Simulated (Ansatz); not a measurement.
# BFH3NSi: vertical ionisation energy

The task here is to estimate one member of a computed series from the others.

The runs use Ansatz 0.2.0, Gaussian basis; unrestricted cation, the program's frozen cores in correlated methods.

Levels to be run: UKS PBE-D4/def2-TZVPP; UKS r2SCAN-D4/def2-TZVPP; UKS PBE0-D4/def2-TZVPP; UKS B3LYP-D4/def2-TZVPP; UKS wB97X-V/def2-TZVPP; UKS wB97M-V/def2-TZVPP; UKS B2PLYP/def2-TZVPP; UHF-CCSD(T)/def2-TZVPP; UHF-MP2/def2-QZVPP; extrapolation to the limit; then −ε(HOMO) from the neutral's earlier runs with LDA (SPW92), PBE-D4, revPBE-D4, BLYP-D4, r2SCAN-D4, B97M-V, PBE0-D4, B3LYP-D4, r2SCANh-D4, r2SCAN0-D4, HSE06-D4, BHLYP-D4, CAM-B3LYP-D4, LC-ωPBE, ωB97X-V, ωB97M-V.

## The relaxed structure

The geometry comes from an earlier relaxation with PBE0-D4 in a triple-zeta def2 set; it is a stationary point, not always the lowest conformer.

SMILES `FB1N[SiH2]1`, 7 atoms, charge 0, spin multiplicity 1.

Atoms are counted from 1 here; the program's logs count them from 0.

Bond lengths: F1–B2 1.318 Å, B2–N3 1.381 Å, B2–Si4 1.921 Å, N3–Si4 1.767 Å, N3–H5 1.009 Å, Si4–H6 1.486 Å, Si4–H7 1.486 Å. Angles: F1–B2–N3 135.9°, F1–B2–Si4 161.9°, N3–B2–Si4 62.2°, B2–N3–Si4 74.1°, B2–N3–H5 140.0°, Si4–N3–H5 146.0°, B2–Si4–N3 43.7°, B2–Si4–H6 125.5°, B2–Si4–H7 125.5°, N3–Si4–H6 115.7°, N3–Si4–H7 115.7°, H6–Si4–H7 108.9°.

The first run:

Contents of in.yaml:

```yaml
crystal:
  periodic: [false, false, false]
  atoms:
    - {symbol: F, position_ang: [-0.871804, -2.140763, 0.801094]}
    - {symbol: B, position_ang: [-0.433067, -0.973421, 0.375122]}
    - {symbol: N, position_ang: [0.740208, -0.495002, -0.173607]}
    - {symbol: Si, position_ang: [-0.349502, 0.892477, -0.073105]}
    - {symbol: H, position_ang: [1.655503, -0.821386, -0.445430]}
    - {symbol: H, position_ang: [-0.757136, 1.487644, -1.372564]}
    - {symbol: H, position_ang: [0.077201, 1.982451, 0.842791]}
basis:
  gaussian: {orbitals: def2-TZVPP}
total_charge: 1
magnetization: {spin_polarized: true, initial_magnetization: 1}
hamiltonian: {xc: pbe, dispersion: d4}
```

Command:

```sh
$ ansatz run in.yaml --threads 2 --pin off --events-out ev --progress --plain --max-ram 4352MiB
```

Among the steps run: Cation, UKS PBE-D4/def2-TZVPP; Cation, UKS r2SCAN-D4/def2-TZVPP; Cation, UKS PBE0-D4/def2-TZVPP; Cation, UKS B3LYP-D4/def2-TZVPP; Cation, UKS wB97X-V/def2-TZVPP; Cation, UKS wB97M-V/def2-TZVPP; Cation, UKS B2PLYP (frozen core)/def2-TZVPP; Cation, UHF-CCSD(T)/def2-TZVPP; Cation, UHF-MP2/def2-QZVPP.

One of the session's tables, all rows but one given; the rest of the session is left out.

Orbital estimates, from the neutral's runs:

| functional | −ε(HOMO) (eV) |
| --- | --- |
| LDA (SPW92) | 6.32 |
| PBE-D4 | 6.21 |
| revPBE-D4 | 6.16 |
| BLYP-D4 | 6.09 |
| r2SCAN-D4 | 6.43 |
| B97M-V | 6.51 |
| PBE0-D4 | 7.38 |
| B3LYP-D4 | 7.19 |
| r2SCANh-D4 | 6.87 |
| r2SCAN0-D4 | 7.52 |
| HSE06-D4 | 6.98 |
| BHLYP-D4 | 8.47 |
| CAM-B3LYP-D4 | 8.71 |
| LC-ωPBE | 10.01 |
| ωB97X-V | ? |
| ωB97M-V | 9.49 |

**Question.** Estimate the row for ωB97X-V.

As computed: −ε(HOMO) (eV): 9.68. In the column «−ε(HOMO) (eV)» it lies between ωB97M-V (9.49) and LC-ωPBE (10.01).
